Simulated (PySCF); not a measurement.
# C₈H₁₀: excited states

Wanted: excited states for C₈H₁₀ (`C#C/C=C/C(=C)CC`).

Computed with PySCF 2.14.0 and routines of our own; the level stands in each step. Atoms count from 0.

### Step 1. The starting structure

18 atoms, charge 0, multiplicity 1; geometry from: GFN2-xTB.

### Step 2. Excited states: TDA wB97X-D/def2-SVP

What the job is given:

```
{"job": {"kind": "states", "xc": "wB97X-D", "basis": "def2-SVP", "tda": true, "soc": true, "nstates": 5, "ntriplets": 5, "nquad": 4}, "charge": 0, "multiplicity": 1}
C      3.721383     0.847810     1.706959
C      2.653108     0.734391     1.167056
C      1.400642     0.625948     0.538255
C      0.905683    -0.544731     0.108996
C     -0.367719    -0.749518    -0.551386
C     -0.715279    -1.974588    -0.953764
C     -1.300881     0.415815    -0.745600
C     -2.065768     0.722832     0.542943
H      4.654671     0.939751     2.177075
H      0.863052     1.557668     0.422237
H      1.502636    -1.437099     0.253246
H     -0.075821    -2.827636    -0.799886
H     -1.651015    -2.164431    -1.451412
H     -0.743108     1.298820    -1.062874
H     -2.016351     0.174723    -1.533806
H     -2.738072     1.564824     0.393437
H     -1.381692     0.963408     1.353219
H     -2.654231    -0.141671     0.842293
```

With the program's defaults for keys left out, this is: TDA wB97X-D/def2-SVP excited states, vertical, gas phase, spin-orbit mean-field couplings.

Command:

```bash
> OMP_NUM_THREADS=1 python excited_run.py task.json out
```

This one command runs all jobs of the session in turn.

Output:

```text
coarse grid: 14888 points
cycle   1  E = -310.3373342654  dE =  1.255e+00  |g| = 3.131e-01  |ddm| = 4.525e+00
cycle   2  E = -310.3616919973  dE = -2.436e-02  |g| = 1.644e-01  |ddm| = 6.582e-01
cycle   3  E = -310.3681632302  dE = -6.471e-03  |g| = 5.309e-02  |ddm| = 2.167e-01
cycle   4  E = -310.3687404711  dE = -5.772e-04  |g| = 3.061e-02  |ddm| = 8.662e-02
cycle   5  E = -310.3689864806  dE = -2.460e-04  |g| = 6.028e-03  |ddm| = 3.205e-02
cycle   6  E = -310.3689965155  dE = -1.003e-05  |g| = 1.640e-03  |ddm| = 8.052e-03
cycle   7  E = -310.3689977566  dE = -1.241e-06  |g| = 7.198e-04  |ddm| = 3.127e-03
final grid: 143384 points
cycle   8  E = -310.4251783901  dE = -9.397e-05  |g| = 3.304e-03  |ddm| = 4.193e-02
cycle   9  E = -310.4251806306  dE = -2.240e-06  |g| = 2.208e-03  |ddm| = 8.709e-03
cycle  10  E = -310.4251818306  dE = -1.200e-06  |g| = 4.397e-04  |ddm| = 2.606e-03
cycle  11  E = -310.4251818791  dE = -4.845e-08  |g| = 2.522e-04  |ddm| = 1.070e-03
cycle  12  E = -310.4251818953  dE = -1.620e-08  |g| = 3.700e-05  |ddm| = 2.954e-04
cycle  13  E = -310.4251818957  dE = -4.218e-10  |g| = 2.075e-05  |ddm| = 9.043e-05
converged SCF energy = -310.4251818957

Singlet excitations
state   eV       nm        f     d(h-e)  d(exc)  Lambda  PR(NTO)  |dmu|/D   mu/D   main configurations
  1   5.3513   231.7   0.90834   0.478   3.292   0.822   1.200    1.151    0.400   H->L 0.85
  2   5.3675   231.0   0.02172   1.648   3.169   0.384   1.018    5.335    4.509   H-1->L 0.89
  3   6.3417   195.5   0.00007   0.844   2.861   0.601   1.028    3.124    3.930   H->L+1 0.56, H->L+2 0.23
  4   6.6549   186.3   0.14401   0.816   3.392   0.745   1.337    1.981    2.857   H-2->L 0.80
  5   6.9810   177.6   0.00135   0.967   3.081   0.429   1.028                     H-3->L 0.90

Triplet excitations (Tamm-Dancoff)
state   eV     d(h-e)  d(exc)  Lambda  PR(NTO)   main configurations
  1   2.7775   0.099   2.970   0.849   1.103   H->L 0.93
  2   4.5427   0.043   2.467   0.714   1.777   H-2->L 0.63, H->L+2 0.17, H->L+1 0.08
  3   5.0964   1.427   3.030   0.387   1.095   H-1->L 0.84
  4   5.7835   0.178   2.070   0.592   2.443   H-1->L+1 0.31, H-1->L+2 0.17, H-5->L 0.16
  5   6.0528   0.577   2.761   0.592   1.112   H->L+1 0.48, H->L+2 0.22, H-2->L+1 0.09
S1 - T1 = 2.5738 eV

Spin-orbit couplings |<S|Hso|T>| (cm-1)
             T1       T2       T3       T4       T5
S0        0.190    0.257    4.760    0.167    3.710
S1        0.799    1.200   11.673    0.291    5.454
S2        5.579    4.958    2.031    0.844    1.559
S3        4.642    3.817    0.105    3.885    0.801
S4        0.171    0.176    8.510    0.253    3.097
S5        2.635    1.634    2.864    0.804    1.031
T1 sublevels (cm-1): 0.000 0.000 0.001   radiative rates (1/s): 0.00231 6.51e-05 0.00227
```

Wall time 27 s (1 thread of Arm Neoverse V2, shared host); peak memory 0.73 GiB.

From this job:

```
  quantity    value
S1 less T1  2.57 eV
```

### Step 3. Excited states: TDDFT B3LYP/def2-SVPD

The job, as its differences from that of step 2:

```diff
@@ -1,2 +1,2 @@
-{"job": {"kind": "states", "xc": "wB97X-D", "basis": "def2-SVP", "tda": true, "soc": true, "nstates": 5, "ntriplets": 5, "nquad": 4}, "charge": 0, "multiplicity": 1}
+{"job": {"kind": "states", "xc": "B3LYP", "basis": "def2-SVPD", "tpa": true, "nstates": 6, "nquad": 5, "ntriplets": 0}, "charge": 0, "multiplicity": 1}
 C      3.721383     0.847810     1.706959
```

With the program's defaults for keys left out, this is: TDDFT B3LYP/def2-SVPD excited states, vertical, gas phase, two-photon moments by quadratic response.

Output:

```text
coarse grid: 14888 points
cycle   1  E = -310.4309818884  dE =  8.930e-01  |g| = 4.717e-01  |ddm| = 2.225e+01
cycle   2  E = -310.4291557797  dE =  1.826e-03  |g| = 4.830e-01  |ddm| = 4.386e+00
cycle   3  E = -310.4940865556  dE = -6.493e-02  |g| = 5.692e-02  |ddm| = 1.783e+00
cycle   4  E = -310.4946522366  dE = -5.657e-04  |g| = 3.365e-02  |ddm| = 2.399e-01
cycle   5  E = -310.4949510573  dE = -2.988e-04  |g| = 1.320e-02  |ddm| = 1.246e-01
cycle   6  E = -310.4949986526  dE = -4.760e-05  |g| = 2.443e-03  |ddm| = 3.697e-02
cycle   7  E = -310.4949998507  dE = -1.198e-06  |g| = 1.106e-03  |ddm| = 9.098e-03
final grid: 143384 points
cycle   8  E = -310.5622264096  dE = -6.790e-05  |g| = 6.110e-03  |ddm| = 4.127e-01
cycle   9  E = -310.5622208051  dE =  5.604e-06  |g| = 7.775e-03  |ddm| = 3.864e-02
cycle  10  E = -310.5622350921  dE = -1.429e-05  |g| = 2.345e-03  |ddm| = 2.121e-02
cycle  11  E = -310.5622365277  dE = -1.436e-06  |g| = 3.543e-04  |ddm| = 4.808e-03
cycle  12  E = -310.5622365580  dE = -3.031e-08  |g| = 1.181e-04  |ddm| = 1.238e-03
cycle  13  E = -310.5622365614  dE = -3.357e-09  |g| = 4.137e-05  |ddm| = 4.551e-04
cycle  14  E = -310.5622365618  dE = -3.845e-10  |g| = 1.531e-05  |ddm| = 9.842e-05
converged SCF energy = -310.5622365618

Singlet excitations
state   eV       nm        f     d(h-e)  d(exc)  Lambda  PR(NTO)  |dmu|/D   mu/D   delta(TPA)   sigma/GM   main configurations
  1   4.6760   265.2   0.67400   0.618   3.614   0.818   1.209    1.172    0.434       55.11      0.441   H->L 0.95
  2   4.8851   253.8   0.00002   2.233   3.626   0.356   1.003    6.048    5.182        0.22      0.002   H-1->L 0.98
  3   5.7351   216.2   0.00671   0.636   4.134   0.530   1.757    2.071    2.032     1185.92     14.290   H->L+1 0.57, H-2->L 0.30
  4   5.8362   212.4   0.02356   0.666   3.869   0.615   2.065    1.716    2.575     1508.69     18.826   H-2->L 0.50, H->L+3 0.20, H->L+1 0.17
  5   6.1524   201.5   0.00932   0.324   4.162   0.486   1.078    1.673    1.315       37.21      0.516   H->L+3 0.42, H->L+2 0.23, H->L+1 0.18
  6   6.4290   192.9   0.04311   0.759   3.884   0.538   1.453                                            H->L+2 0.59
```

Run time: 53 s. Hardware: 1 thread of Arm Neoverse V2, shared host; peak memory 0.95 GiB.

### Step 4. What came out

| quantity | value |
| --- | --- |
| S1 less T1 (step 2, TDA wB97X-D/def2-SVP) | 2.57 eV |

**Reading.** In step 2, the number of triplets below S1 is 3, and the largest singlet-triplet spin-orbit coupling is S1–T3, 11.67 cm⁻¹.
